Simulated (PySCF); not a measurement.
**C2H13GaN2Si2: geometry, NMR shifts and electronic excitations**

Aim: predict the NMR shifts and electronic excitations of C2H13GaN2Si2 (`C=[CH][Ga@H-]([NH3+])[N]([SiH3])[SiH3]`).

Programs: PySCF 2.14.0, with density-fitted response routines of our own. Each step states its level of theory. These are calculated values for one molecule in the gas phase, unless marked as measured. Atoms are numbered from 0 throughout.

### Step 1. The starting structure

20 atoms, charge 0, multiplicity 1; geometry from: GFN2-xTB.

Bonds of the start (Å): C0–C1 1.33, C1–Ga2 2.00, Ga2–N3 2.21, Ga2–N4 1.91, N4–Si5 1.73, N4–Si6 1.72, C0–H7 1.08, C0–H8 1.08, C1–H9 1.09, Ga2–H10 1.56, N3–H11 1.02, N3–H12 1.02, N3–H13 1.02, Si5–H14 1.47, Si5–H15 1.47, Si5–H16 1.47, Si6–H17 1.47, Si6–H18 1.47, Si6–H19 1.48.

### Step 2. Geometry optimisation at PBE0-D3(BJ)/def2-SVP

Job settings and geometry (Å):

```
{"job": {"xc": "PBE0", "basis": "def2-SVP", "d3": "d3bj", "grid": 1, "kind": "geom"}, "charge": 0, "multiplicity": 1}
C      3.348473    -0.144894     0.577788
C      2.092544     0.198024     0.848268
Ga     0.686474     0.124371    -0.577659
N     -0.126862     2.176939    -0.734803
N     -1.044989    -0.562416    -0.153439
Si    -1.770288    -1.746102    -1.187001
Si    -1.622100    -0.339509     1.454365
H      3.645156    -0.418845    -0.428261
H      4.137510    -0.164410     1.321044
H      1.849713     0.451133     1.882182
H      1.093425    -0.107068    -2.064987
H      0.457660     2.982741    -0.946654
H     -0.593009     2.327315     0.159752
H     -0.854059     2.099837    -1.444781
H     -1.139421    -1.612920    -2.507906
H     -1.595662    -3.112622    -0.670027
H     -3.205864    -1.441755    -1.277646
H     -3.074885    -0.132411     1.404850
H     -1.302385    -1.447826     2.362541
H     -0.996897     0.902457     1.973227
```

Standard output:

```text
step   0  E = -2696.13180697  max force = 0.019278
step   1  E = -2696.13736236  max force = 0.003812
step   2  E = -2696.13762909  max force = 0.001574
step   3  E = -2696.13779585  max force = 0.001082
step   4  E = -2696.13799039  max force = 0.002242
step   5  E = -2696.13816965  max force = 0.003157
step   6  E = -2696.13833034  max force = 0.002524
step   7  E = -2696.13845119  max force = 0.001095
step   8  E = -2696.13852291  max force = 0.001005
step   9  E = -2696.13860207  max force = 0.001411
step  10  E = -2696.13865485  max force = 0.001487
step  11  E = -2696.13871992  max force = 0.000939
step  12  E = -2696.13881827  max force = 0.001554
step  13  E = -2696.13832579  max force = 0.003669
step  14  E = -2696.13885128  max force = 0.002235
step  15  E = -2696.13892262  max force = 0.001040
step  16  E = -2696.13896449  max force = 0.000844
step  17  E = -2696.13901384  max force = 0.000753
step  18  E = -2696.13903189  max force = 0.000830
step  19  E = -2696.13905229  max force = 0.000745
step  20  E = -2696.13907082  max force = 0.000424
step  21  E = -2696.13908937  max force = 0.000411
step  22  E = -2696.13911653  max force = 0.000602
step  23  E = -2696.13915052  max force = 0.000702
step  24  E = -2696.13917170  max force = 0.000373
step  25  E = -2696.13917818  max force = 0.000185
optimisation converged
```

Run time: 8.3 min. Hardware: 1 thread, shared host.

Along the way: (the energy doesn't fall at every step)

```
step  energy from step 0 (eV)  largest force component (eV/Å)
   0                   0.0000                          0.9913
   1                  -0.1512                          0.1960
   2                  -0.1584                          0.0809
   3                  -0.1630                          0.0556
   4                  -0.1683                          0.1153
   5                  -0.1731                          0.1623
   6                  -0.1775                          0.1298
   7                  -0.1808                          0.0563
   8                  -0.1828                          0.0517
   9                  -0.1849                          0.0726
  10                  -0.1863                          0.0765
  11                  -0.1881                          0.0483
  12                  -0.1908                          0.0799
  13                  -0.1774                          0.1887
  14                  -0.1917                          0.1149
  15                  -0.1936                          0.0535
  16                  -0.1948                          0.0434
  17                  -0.1961                          0.0387
  18                  -0.1966                          0.0427
  19                  -0.1972                          0.0383
  20                  -0.1977                          0.0218
  21                  -0.1982                          0.0211
  22                  -0.1989                          0.0310
  23                  -0.1998                          0.0361
  24                  -0.2004                          0.0192
  25                  -0.2006                          0.0095
```

Close pairs (by a distance rule), those that changed most:

```
   bond  before (Å)  after (Å)  change (Å)
 Ga2–N3       2.213      2.141      -0.073
 C1–Ga2       2.004      1.966      -0.038
Si5–H14       1.470      1.507      +0.037
Si6–H18       1.468      1.498      +0.030
Si6–H17       1.468      1.497      +0.029
Si5–H16       1.470      1.498      +0.028
Si5–H15       1.471      1.498      +0.027
Si6–H19       1.484      1.509      +0.025
```

The next job starts from the end point, and lists it.

```
                         at the end point                value
  point group (found at 0.08 Å tolerance)                   C1
rotational constants (GHz, main isotopes)  1.693, 0.824, 0.699
                        dipole moment (D)                 5.05
```

### Step 3. Shielding tensors: PBE0/pcSseg-1

Job settings and geometry (Å):

```
{"job": {"kind": "nmr", "xc": "PBE0", "basis": "pcSseg-1"}, "charge": 0, "multiplicity": 1}
C      3.312536     0.084620     0.754662
C      1.987753     0.196478     0.919763
Ga     0.720628    -0.115800    -0.550584
N      0.067326     1.874202    -0.993287
N     -1.023723    -0.713445    -0.033049
Si    -2.032141    -1.365918    -1.277620
Si    -1.482560    -0.517896     1.621300
H      3.755015    -0.193679    -0.210371
H      4.028600     0.253157     1.569678
H      1.637044     0.465820     1.926773
H      1.192364    -0.616547    -1.966220
H      0.812333     2.521227    -1.250562
H     -0.404921     2.245322    -0.167784
H     -0.615698     1.851483    -1.751280
H     -2.134710    -0.406073    -2.435022
H     -1.522987    -2.652778    -1.851040
H     -3.421323    -1.598340    -0.767555
H     -2.934343    -0.829542     1.814738
H     -0.690990    -1.362357     2.572925
H     -1.268283     0.908100     2.064611
```

Level: GIAO PBE0/pcSseg-1 NMR shielding, non-relativistic, gas phase.

Standard output:

```text
coarse grid: 72976 points
cycle   1  E = -2696.3073127261  dE = -3.800e-01  |g| = 1.093e+00  |ddm| = 4.059e+00
cycle   2  E = -2696.1500994802  dE =  1.572e-01  |g| = 1.404e+00  |ddm| = 1.594e+00
cycle   3  E = -2696.4349560974  dE = -2.849e-01  |g| = 2.288e-01  |ddm| = 1.155e+00
cycle   4  E = -2696.4457831415  dE = -1.083e-02  |g| = 7.701e-02  |ddm| = 2.387e-01
cycle   5  E = -2696.4467275975  dE = -9.445e-04  |g| = 1.078e-02  |ddm| = 6.164e-02
cycle   6  E = -2696.4467460725  dE = -1.848e-05  |g| = 3.528e-03  |ddm| = 1.217e-02
cycle   7  E = -2696.4467489256  dE = -2.853e-06  |g| = 1.456e-03  |ddm| = 4.180e-03
final grid: 151384 points
cycle   8  E = -2696.4467868660  dE =  9.950e-07  |g| = 2.540e-03  |ddm| = 4.486e-03
cycle   9  E = -2696.4467829578  dE =  3.908e-06  |g| = 4.612e-03  |ddm| = 5.363e-03
cycle  10  E = -2696.4467885666  dE = -5.609e-06  |g| = 1.226e-04  |ddm| = 3.444e-03
cycle  11  E = -2696.4467885706  dE = -3.919e-09  |g| = 2.735e-05  |ddm| = 1.324e-04
cycle  12  E = -2696.4467885707  dE = -1.428e-10  |g| = 8.688e-06  |ddm| = 2.932e-05
converged SCF energy = -2696.4467885707

GIAO shielding tensors (ppm)
atom      isotropic    diamagn.    paramagn.     s11        s22        s33       span
  0 C       38.627     253.527    -214.899    -89.917     49.484    156.315    246.232
  1 C       33.612     261.739    -228.126    -92.137     16.630    176.344    268.481
  2 Ga    1478.834    2641.541   -1162.706   1312.827   1529.700   1593.976    281.149
  3 N      235.187     319.370     -84.184    224.322    228.870    252.368     28.045
  4 N      266.062     334.012     -67.949    208.812    289.485    299.889     91.076
  5 Si     397.575     879.342    -481.768    341.505    367.101    484.117    142.612
  6 Si     400.158     880.332    -480.174    346.311    369.470    484.692    138.381
  7 H       25.067      31.042      -5.975     20.973     23.636     30.593      9.620
  8 H       24.686      28.077      -3.391     21.268     23.671     29.120      7.851
  9 H       24.371      33.577      -9.206     20.730     23.718     28.665      7.936
 10 H       26.800      30.769      -3.969     21.188     21.903     37.308     16.120
 11 H       30.060      30.093      -0.033     23.508     25.366     41.307     17.800
 12 H       29.452      32.382      -2.931     22.885     27.065     38.406     15.521
 13 H       29.365      31.331      -1.966     22.389     26.435     39.272     16.882
 14 H       26.506      29.639      -3.133     22.261     25.148     32.109      9.848
 15 H       26.347      28.565      -2.218     22.603     23.953     32.485      9.882
 16 H       26.360      28.692      -2.332     23.016     24.547     31.518      8.502
 17 H       26.350      29.498      -3.148     22.994     24.558     31.499      8.506
 18 H       26.308      29.779      -3.472     22.742     23.935     32.246      9.504
 19 H       26.342      31.171      -4.828     22.511     24.783     31.732      9.221
```

It took 48 s on 1 thread, shared host.

Shifts follow as δ = σ(reference) − σ, with reference shieldings (ppm) from runs at the same level and on the same kind of geometry: ¹H TMS 31.27, ¹³C TMS 184.4, ²⁹Si TMS 352.0, ¹⁵N NH3 265.7, ⁷¹Ga GaH4- 1710. The references are single molecules in the gas phase, so shifts against H2O, NH3, PH3, H3PO4 or CFCl3 are not on the usual liquid scales and can be off by tens of ppm. Shifts against hydride references such as AlH4− lie on their own scale. Atoms listed in one row are averaged.

```
                       atoms                                     environment  σ (ppm)  δ (ppm)
                          C1                                       alkene CH     33.6    150.8
                          C0                            terminal =CH2 carbon     38.6    145.8
                          H9                        hydrogen on an alkene CH    24.37     6.90
                          H8              hydrogen on a terminal =CH2 carbon    24.69     6.58
                          H7              hydrogen on a terminal =CH2 carbon    25.07     6.20
H14, H15, H16, H17, H18, H19               hydrogen on a silicon bonded to N    26.37     4.90
                         H10               hydrogen on a Ga bonded to C, 2 N    26.80     4.47
               H11, H12, H13  hydrogen on a donor nitrogen of a Lewis adduct    29.63     1.64
                         Ga2                          Ga bonded to C, 2 N, H     1479      231
                          N3                donor nitrogen of a Lewis adduct    235.2     30.5
                          N4                     nitrogen bonded to Ga, 2 Si    266.1     -0.4
                    Si5, Si6                        silicon bonded to N, 3 H    398.9    -46.9
```

Charges from the same density, by scheme (e):

```
   atoms  Mulliken    IAO  Hirshfeld  ESP fit
      C0     -0.17  -0.27      -0.10    -0.37
      C1     -0.58  -0.42      -0.18    -0.35
     Ga2      0.95   0.61       0.37     0.68
      N3     -0.49  -0.59      -0.17    -0.74
      N4     -1.18  -1.01      -0.40    -0.57
Si5, Si6      0.61   0.72       0.31     0.46
```

Mayer bond orders: C0–C1 1.98, C1–Ga2 0.77, Ga2–N3 0.31, Ga2–N4 0.56, N4–Si5 0.98, N4–Si6 0.99.

### Step 4. TDDFT and polarisability: CAM-B3LYP/def2-SVPD

Settings changed since step 3:

```diff
@@ -1,2 +1,2 @@
-{"job": {"kind": "nmr", "xc": "PBE0", "basis": "pcSseg-1"}, "charge": 0, "multiplicity": 1}
+{"job": {"kind": "uv", "xc": "CAM-B3LYP", "basis": "def2-SVPD", "ip": true}, "charge": 0, "multiplicity": 1}
 C      3.312536     0.084620     0.754662
```

With the program's defaults for keys left out, this is: TDDFT CAM-B3LYP/def2-SVPD, vertical, gas phase, core orbitals frozen in the response.

Standard output:

```text
coarse grid: 72976 points
cycle   1  E = -2696.7915878466  dE = -3.307e-01  |g| = 7.325e-01  |ddm| = 6.527e+00
cycle   2  E = -2696.7445127798  dE =  4.708e-02  |g| = 9.013e-01  |ddm| = 2.236e+00
cycle   3  E = -2696.8923680023  dE = -1.479e-01  |g| = 9.977e-02  |ddm| = 1.290e+00
cycle   4  E = -2696.8943551044  dE = -1.987e-03  |g| = 5.166e-02  |ddm| = 2.264e-01
cycle   5  E = -2696.8948470530  dE = -4.919e-04  |g| = 8.334e-03  |ddm| = 8.108e-02
cycle   6  E = -2696.8948593757  dE = -1.232e-05  |g| = 2.362e-03  |ddm| = 2.183e-02
cycle   7  E = -2696.8948607682  dE = -1.392e-06  |g| = 4.242e-04  |ddm| = 5.453e-03
final grid: 151384 points
cycle   8  E = -2696.8948741057  dE = -1.449e-07  |g| = 3.405e-04  |ddm| = 9.707e-03
cycle   9  E = -2696.8948741094  dE = -3.759e-09  |g| = 3.475e-04  |ddm| = 1.389e-03
cycle  10  E = -2696.8948741372  dE = -2.778e-08  |g| = 4.720e-05  |ddm| = 5.220e-04
cycle  11  E = -2696.8948741378  dE = -5.921e-10  |g| = 1.886e-05  |ddm| = 1.170e-04
converged SCF energy = -2696.8948741378

Static polarisability (au): isotropic 125.871, principal 107.695 123.619 146.298

Singlet excitations
state   eV       nm        f      main configurations
  1   5.8210    213.0   0.00150   H->L 0.76, H->L+2 0.14
  2   5.9575    208.1   0.00825   H-2->L+1 0.32, H->L+1 0.18, H-2->L 0.15
  3   6.1873    200.4   0.00851   H->L+1 0.47, H->L 0.13, H->L+2 0.12
  4   6.6684    185.9   0.02784   H->L+3 0.34, H->L+2 0.29, H->L+1 0.13
  5   6.8237    181.7   0.18194   H-1->L 0.66, H-2->L 0.20
  6   6.9217    179.1   0.00985   H-2->L 0.49, H-1->L 0.15, H-2->L+1 0.12
  7   7.1490    173.4   0.23386   H-1->L+1 0.46, H-2->L+1 0.15, H-1->L+2 0.09
  8   7.2231    171.6   0.04039   H->L+3 0.35, H->L+2 0.16, H->L+1 0.11
  9   7.2931    170.0   0.05239   H-3->L 0.73
 10   7.3454    168.8   0.02518   H->L+4 0.60, H->L+5 0.19

Triplet excitations (Tamm-Dancoff, eV): 4.2354 5.4310 5.6626 5.9425
Vertical ionisation energy (delta-SCF) = 8.6412 eV
```

It took 9.8 min on 1 thread, shared host.

Frontier orbitals and where they lie:

```
orbital     eV                         atoms
 HOMO−3  -9.62   N4 28 %, Ga2 19 %, H10 15 %
 HOMO−2  -9.08    C1 35 %, C0 18 %, Ga2 17 %
 HOMO−1  -8.97     C1 37 %, C0 32 %, Ga2 9 %
   HOMO  -8.20   N4 52 %, Si5 11 %, Si6 10 %
   LUMO   0.17   Ga2 27 %, H11 13 %, N3 12 %
 LUMO+1   0.91    C0 24 %, C1 20 %, Ga2 18 %
 LUMO+2   1.30  Ga2 21 %, Si6 11 %, Si5 10 %
```

With each of the 10 states as a Gaussian band of 0.4 eV half-width at 1/e, the curve within the window shown has maxima at 175 nm (ε 19,000) L/(mol cm). Beyond the last state computed it falls off for lack of states. The curve at chosen wavelengths:

```tsv
nm	ε (L/mol/cm)
162	4250
165	8172
168	12687
171	16433
174	18345
177	18169
180	16323
183	13476
186	10290
189	7303
192	4872
195	3130
198	2019
201	1375
204	1017
207	805
210	655
213	527
216	409
219	304
222	216
225	146
228	94
231	58
234	35
237	20
```

Further results of this job:

```
           property  computed
  dipole moment (D)      4.78
polarisability (Å³)     18.65
 HOMO–LUMO gap (eV)      8.37
      −ε(HOMO) (eV)      8.20
```

### Step 5. Nuclear shieldings: mPW1PW91/pcSseg-1

Settings changed since step 4:

```diff
@@ -1,2 +1,2 @@
-{"job": {"kind": "uv", "xc": "CAM-B3LYP", "basis": "def2-SVPD", "ip": true}, "charge": 0, "multiplicity": 1}
+{"job": {"kind": "nmr", "xc": "mPW1PW91", "basis": "pcSseg-1", "pop": false}, "charge": 0, "multiplicity": 1}
 C      3.312536     0.084620     0.754662
```

With the program's defaults for keys left out, this is: GIAO mPW1PW91/pcSseg-1 NMR shielding, non-relativistic, gas phase.

Standard output:

```text
coarse grid: 72976 points
cycle   1  E = -2697.1733611189  dE = -3.783e-01  |g| = 1.089e+00  |ddm| = 4.059e+00
cycle   2  E = -2697.0113184527  dE =  1.620e-01  |g| = 1.408e+00  |ddm| = 1.603e+00
cycle   3  E = -2697.3027088638  dE = -2.914e-01  |g| = 2.294e-01  |ddm| = 1.161e+00
cycle   4  E = -2697.3136239868  dE = -1.092e-02  |g| = 7.663e-02  |ddm| = 2.372e-01
cycle   5  E = -2697.3145499365  dE = -9.259e-04  |g| = 1.080e-02  |ddm| = 6.023e-02
cycle   6  E = -2697.3145683491  dE = -1.841e-05  |g| = 3.542e-03  |ddm| = 1.216e-02
cycle   7  E = -2697.3145712544  dE = -2.905e-06  |g| = 1.419e-03  |ddm| = 4.183e-03
final grid: 151384 points
cycle   8  E = -2697.3145967438  dE =  9.024e-07  |g| = 2.451e-03  |ddm| = 4.485e-03
cycle   9  E = -2697.3145931430  dE =  3.601e-06  |g| = 4.434e-03  |ddm| = 5.162e-03
cycle  10  E = -2697.3145983273  dE = -5.184e-06  |g| = 1.272e-04  |ddm| = 3.311e-03
cycle  11  E = -2697.3145983315  dE = -4.202e-09  |g| = 2.667e-05  |ddm| = 1.352e-04
cycle  12  E = -2697.3145983317  dE = -1.378e-10  |g| = 9.110e-06  |ddm| = 2.977e-05
converged SCF energy = -2697.3145983317

GIAO shielding tensors (ppm)
atom      isotropic    diamagn.    paramagn.     s11        s22        s33       span
  0 C       37.968     253.426    -215.458    -90.968     49.423    155.448    246.416
  1 C       32.945     261.987    -229.042    -93.119     16.357    175.597    268.716
  2 Ga    1476.079    2641.757   -1165.678   1311.200   1526.150   1590.888    279.688
  3 N      233.983     319.606     -85.622    223.235    227.738    250.977     27.742
  4 N      265.007     334.378     -69.371    208.317    288.330    298.374     90.057
  5 Si     396.288     879.389    -483.100    341.409    365.973    481.482    140.073
  6 Si     398.785     880.407    -481.622    345.956    368.319    482.079    136.123
  7 H       25.147      31.074      -5.927     21.056     23.710     30.674      9.618
  8 H       24.764      28.106      -3.342     21.348     23.748     29.196      7.848
  9 H       24.458      33.669      -9.212     20.823     23.799     28.751      7.927
 10 H       26.874      30.871      -3.997     21.259     21.986     37.378     16.119
 11 H       30.090      30.128      -0.038     23.573     25.417     41.279     17.705
 12 H       29.480      32.456      -2.976     22.952     27.111     38.376     15.424
 13 H       29.396      31.382      -1.986     22.463     26.486     39.240     16.777
 14 H       26.611      29.731      -3.120     22.375     25.269     32.189      9.815
 15 H       26.451      28.645      -2.195     22.717     24.067     32.568      9.850
 16 H       26.466      28.748      -2.282     23.106     24.660     31.631      8.525
 17 H       26.454      29.562      -3.108     23.082     24.668     31.613      8.532
 18 H       26.413      29.871      -3.458     22.854     24.054     32.331      9.477
 19 H       26.449      31.279      -4.829     22.625     24.906     31.817      9.192
```

Run time: 44 s. Hardware: 1 thread, shared host.

Key values: δ C1 150.6, C0 145.6, Ga2 227, N3 30.2, H9 6.86, H8 6.55 ppm.

### Step 6. Comparing the runs: NMR shifts

Shifts (ppm) of some atoms, chosen among heavy atoms and hydrogens apart, means over like atoms, with basis size and wall time:

```
              run     C1     C0    H9   H14  Ga2    N3    N4  functions  time
    PBE0/pcSseg-1  150.8  145.8  6.90  4.90  231  30.5  -0.4        222  48 s
mPW1PW91/pcSseg-1  150.6  145.6  6.86  4.84  227  30.2  -0.8        222  44 s
```

### Step 7. Results

| quantity | value |
| --- | --- |
| point group | C1 |
| rotational constants (main isotopes) | 1.69, 0.82, 0.70 GHz |
| ¹³C shifts against TMS (PBE0/pcSseg-1) | 150.8, 145.8 ppm |
| ¹H shifts against TMS (PBE0/pcSseg-1, means over atoms taken as alike) | 6.90, 6.58, 6.20, 4.90, 4.47, 1.64 ppm |
| ⁷¹Ga shifts against GaH4- (PBE0/pcSseg-1) | 231 ppm |
| ¹⁵N shifts against NH3 (PBE0/pcSseg-1) | 30.5, -0.4 ppm |
| ²⁹Si shifts against TMS (PBE0/pcSseg-1, means over atoms taken as alike) | -46.9 ppm |
| lowest singlet (CAM-B3LYP/def2-SVPD) | 5.82 eV (213 nm), f = 0.002 |
| brightest single state of those computed | state 7, 7.15 eV, f = 0.234 |
| lowest triplet | 4.24 eV |
| vertical ionisation energy (ΔSCF) | 8.64 eV |
| range of the shift of Ga2 | 227 to 231 ppm |

**Reading.** Relaxing lowered the energy by 0.201 eV in 25 steps; the close pair that moved most is Ga2–N3, from 2.213 to 2.141 Å. No frequency check was run at this level, so the end point may be a saddle. C1 (alkene CH) lies farthest downfield among carbon, at 150.8 ppm; an sp2 carbon of a C=C bond. H9 (hydrogen on an alkene CH) lies farthest downfield among hydrogen, at 6.90 ppm; olefinic region. The lowest singlet, at 5.82 eV, is HOMO→LUMO 0.76, HOMO→LUMO+2 0.14 and is weak; of the 10 states computed, the strongest absorption comes from state 7 at 7.15 eV. The lowest triplet lies 1.59 eV below the lowest singlet (triplets in Tamm-Dancoff, singlets in full TDDFT). ΔSCF puts the ionisation energy at 8.64 eV, 0.44 eV above −ε(HOMO). Across the 2 runs the shift of Ga2 moves most, between 227 (mPW1PW91/pcSseg-1) and 231 ppm (PBE0/pcSseg-1). Spin-orbit coupling is left out, which matters for shieldings and couplings at and beside the heavy atoms.
